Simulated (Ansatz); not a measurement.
# Ruthenium, bcc under BLYP: ground state and equation of state

What does BLYP give for ruthenium in the bcc structure? We relax it, solve it on a dense k-mesh, then scale the cell to 7 volumes from 88 to 112 % of the relaxed one and try a fit of the equation of state. Spin polarisation is left out. The k-meshes are 15×15×15 for the relaxation; 23×23×23 for the dense run; 16×16×16 for the volumes.

This is Ru in the bcc structure; at room conditions it is hcp.

Method: DFT BLYP, plane waves (420 eV) with PAW, scalar-relativistic; PAW files made under PBE, frozen cores solved again for the functional, in Ansatz 0.2.0.

## (1) Starting point

It takes space group Im-3m (No. 229, cubic). The conventional cell has a = 3.004 Å, b = 3.004 Å, c = 3.004 Å, α = 90.00°, β = 90.00°, γ = 90.00°. Ru (site symmetry m-3m) is surrounded by 8 Ru at 2.60 Å.

As a file:

```cif
data_structure
_symmetry_space_group_name_H-M 'Im-3m'
_symmetry_Int_Tables_number 229
_cell_length_a 3.0041
_cell_length_b 3.0041
_cell_length_c 3.0041
_cell_angle_alpha 90.000
_cell_angle_beta 90.000
_cell_angle_gamma 90.000
_cell_volume 27.11
loop_
_atom_site_label
_atom_site_type_symbol
_atom_site_symmetry_multiplicity
_atom_site_Wyckoff_symbol
_atom_site_fract_x
_atom_site_fract_y
_atom_site_fract_z
_atom_site_occupancy
Ru1 Ru 2 a 0.00000 0.00000 0.00000 1
```

## (2) Geometry optimisation

The input, input.yaml:

```yaml
crystal:
  lattice:
    - [-1.5020265709, 1.5020265709, 1.5020265709]
    - [1.5020265709, -1.5020265709, 1.5020265709]
    - [1.5020265709, 1.5020265709, -1.5020265709]
  atoms:
    - { symbol: Ru, position: [0.0, 0.0, 0.0] }
hamiltonian:
  xc: blyp
  pseudopotentials:
    kind: paw
    azcp:
      Ru: "pseudopotentials/Ru.paw.azcp"
basis:
  ecutwfc: 420
  fft_grid_basis: typed
kpoints:
  mp_grid: { grid: [15, 15, 15], shift: [0, 0, 0] }
magnetization:
  spin_polarized: false
scf:
  occupations: { method: fermi_dirac, width: 0.1 }
relax:
  max_steps: 60
  f_tol: 0.01
  cell: {}
```

The runs that follow: Single point on a dense mesh; Equation of state: 88 %; Equation of state: 92 %; Equation of state: 96 %; Equation of state: 100 %; Equation of state: 104 %; Equation of state: 108 %; Equation of state: 112 %.

What does the calculation give? Wanted: space group; conventional cell; volume; shortest distance; gap on the mesh; relative to hcp; V₀, B₀, B₀′.

The runs gave:

| quantity | value |
| --- | --- |
| space group (spins left aside) | Im-3m (No. 229) |
| conventional cell | a = 3.105 Å |
| volume | 14.965 Å³/atom |
| shortest distance | 2.689 Å |
| gap on the mesh | none (levels filled in part) |
| relative to hcp | +584 meV/atom |
| V₀, B₀, B₀′ | 14.929 Å³/atom, 240 GPa, 5.0 |

**Reading.** The relaxation enlarged the cell by 10.4 % in volume. It lies 584 meV/atom above the element's reference form at the same level (hcp, from a run of its own). No gap shows: it is a metal or semimetal at this level. The fitted modulus is 240 GPa. The symmetry was held, so the structure may be unstable against distortions that break it.
